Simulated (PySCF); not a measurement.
# F3OW (W(O)(F)3): the cost of one run

Method: r2SCAN, W def2-SVP with ECP60, O def2-SVP, F def2-SVP; scalar-relativistic core potentials, no spin–orbit coupling; program: PySCF 2.14.0.

5 further runs of the same task are left out: 2 for a known fault of the program, 1 that didn't finish, 2 set aside as unsound or not needed. Runs told in other sessions of the task aren't counted.

## 1. Starting geometry

5 atoms, charge 0, spin multiplicity 2.

Bond lengths: W1–O2 1.510 Å, W1–F3 1.737 Å, W1–F4 1.737 Å, W1–F5 1.737 Å. Angles: O2–W1–F3 109.5°, O2–W1–F4 109.5°, O2–W1–F5 109.5°, F3–W1–F4 109.5°, F3–W1–F5 109.5°, F4–W1–F5 109.5°.

As a file:

```
W     0.0000    0.0000    0.0000
O     0.8716    0.8716    0.8716
F    -1.0030   -1.0030    1.0030
F     1.0030   -1.0030   -1.0030
F    -1.0030    1.0030   -1.0030
```

Formal oxidation states: W +5.

## 2. SCF at the start, doublet

run.py (the lines that set the calculation)

```python
mol = gto.M(atom='''
W      0.00000     0.00000     0.00000
O      0.87160     0.87160     0.87160
F     -1.00300    -1.00300     1.00300
F      1.00300    -1.00300    -1.00300
F     -1.00300     1.00300    -1.00300''',
    basis={'W': 'def2-SVP', 'O': 'def2-SVP', 'F': 'def2-SVP'},
    ecp={'W': 'def2-SVP'},
    charge=0, spin=1)
mf = dft.UKS(mol, xc='R2SCAN')
mf.grids.atom_grid = (50, 194)
mf = mf.density_fit()  # fitting sets: W def2-universal-JKFIT, O def2-universal-JKFIT, F def2-universal-JKFIT
mf.conv_tol = 1e-08; mf.max_cycle = 55
mf.kernel(dm0)  # dm0: free metal ions and neutral atoms
```

The run is started by

```
$ OMP_NUM_THREADS=2 python run.py
```

Q: Estimate wall time and peak memory on 2 threads of Arm Neoverse V1, shared host.

About 22 s, with a peak of 0.6 GiB.
